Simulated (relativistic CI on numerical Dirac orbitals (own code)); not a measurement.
**F⁷⁺: one ion under different settings**

Aim: see what numerical and physical settings do to the SCF, the total energy and the lowest levels of F⁷⁺.

Program: relativistic CI on numerical Dirac orbitals (own code) version 3. Level of theory: Dirac-Coulomb-Breit CI, KLI orbitals optimised for each configuration, model QED (radiative potential, 1s self-energy scaled to tabulated hydrogen-like ionisation energies), numerical settings as typed. These are calculated values, not measurements, unless marked.

### Step 1. The system

* ion: F⁷⁺ (F VIII)
* nuclear charge: 9
* electrons: 2
* isotope: A = 19

### Step 2. Usual settings

Settings of the run:

```ini
atom F  Z=9  charge=7  electrons=2
nucleus A=19  rms_radius_fm=2.8976
hamiltonian dirac-coulomb  breit=on  qed=on  c_scale=1
orbitals kli  potential=per-configuration
slater_scale 1
correlation none
mixing on
grid step=0.0125 r_max=11.4
scf mixing=0.4 start=green max_iterations=150 tolerance=2e-08 node_fill=0.05
configurations
  1s2
  1s 2s
end
```

On the command line:

```console
python run_levels.py task.json out
```

One command runs all members of the session, one after another, from task.json.

### Step 3. Grid step 0.006, tolerance 1e-05

Settings: those of step 2 with these lines changed.

```diff
@@ -7,4 +7,4 @@
 mixing on
-grid step=0.0125 r_max=11.4
-scf mixing=0.4 start=green max_iterations=150 tolerance=2e-08 node_fill=0.05
+grid step=0.006 r_max=11.4
+scf mixing=0.4 start=green max_iterations=150 tolerance=1e-05 node_fill=0.05
 configurations
```

### Step 4. Grid step 0.02

Settings: those of step 3 with these lines changed.

```diff
@@ -7,4 +7,4 @@
 mixing on
-grid step=0.006 r_max=11.4
-scf mixing=0.4 start=green max_iterations=150 tolerance=1e-05 node_fill=0.05
+grid step=0.02 r_max=11.4
+scf mixing=0.4 start=green max_iterations=150 tolerance=2e-08 node_fill=0.05
 configurations
```

### Step 5. Potential mixing 0.7, end of the grid 5.7, start potential bare

Settings: those of step 4 with these lines changed.

```diff
@@ -7,4 +7,4 @@
 mixing on
-grid step=0.02 r_max=11.4
-scf mixing=0.4 start=green max_iterations=150 tolerance=2e-08 node_fill=0.05
+grid step=0.0125 r_max=5.7
+scf mixing=0.7 start=bare max_iterations=150 tolerance=2e-08 node_fill=0.05
 configurations
```

### Step 6. Grid step 0.008

Settings: those of step 5 with these lines changed.

```diff
@@ -7,4 +7,4 @@
 mixing on
-grid step=0.0125 r_max=5.7
-scf mixing=0.7 start=bare max_iterations=150 tolerance=2e-08 node_fill=0.05
+grid step=0.008 r_max=11.4
+scf mixing=0.4 start=green max_iterations=150 tolerance=2e-08 node_fill=0.05
 configurations
```

### Step 7. Tolerance 0.05

Settings: those of step 6 with these lines changed.

```diff
@@ -7,4 +7,4 @@
 mixing on
-grid step=0.008 r_max=11.4
-scf mixing=0.4 start=green max_iterations=150 tolerance=2e-08 node_fill=0.05
+grid step=0.0125 r_max=11.4
+scf mixing=0.4 start=green max_iterations=98 tolerance=0.05 node_fill=0.05
 configurations
```

(Steps that only read results are left out.)

Q: Predict the outcome of this session. Wanted: lowest level, usual settings; total energy; first excitation.

As calculated:

| setting | total energy less usual (Ha) | largest shift of a level among the lowest eight of both runs, same label and place (cm⁻¹) | SCF iterations | time | lowest level | kind of change |
| --- | --- | --- | --- | --- | --- | --- |
| usual | 0 | 0 | 15 | 0.021 s | 1s2 1S0 | - |
| grid step 0.006, tolerance 1e-05 | -7.75e-06 | 0.624 | 11 | 0.052 s | 1s2 1S0 | numerical |
| grid step 0.02 | 8.87e-06 | 0.712 | 15 | 0.018 s | 1s2 1S0 | numerical |
| potential mixing 0.7, end of the grid 5.7, start potential bare | 0 | 0 | 12 | 0.021 s | 1s2 1S0 | numerical |
| grid step 0.008 | -5.36e-06 | 0.430 | 15 | 0.039 s | 1s2 1S0 | numerical |
| tolerance 0.05 | 2.01e-06 | 253 | 6 | 0.022 s | 1s2 1S0 | unsound |

```
                    quantity        value
lowest level, usual settings      1s2 1S0
                total energy  -75.5493 Ha
            first excitation    721.67 eV
```

Among the runs whose levels can be followed, they move most under «tolerance 0.05» (unsound), by up to 253 cm⁻¹. No visible change in the result comes from «potential mixing 0.7, end of the grid 5.7, start potential bare» or «grid step 0.008». Only the listed configurations are in the model.
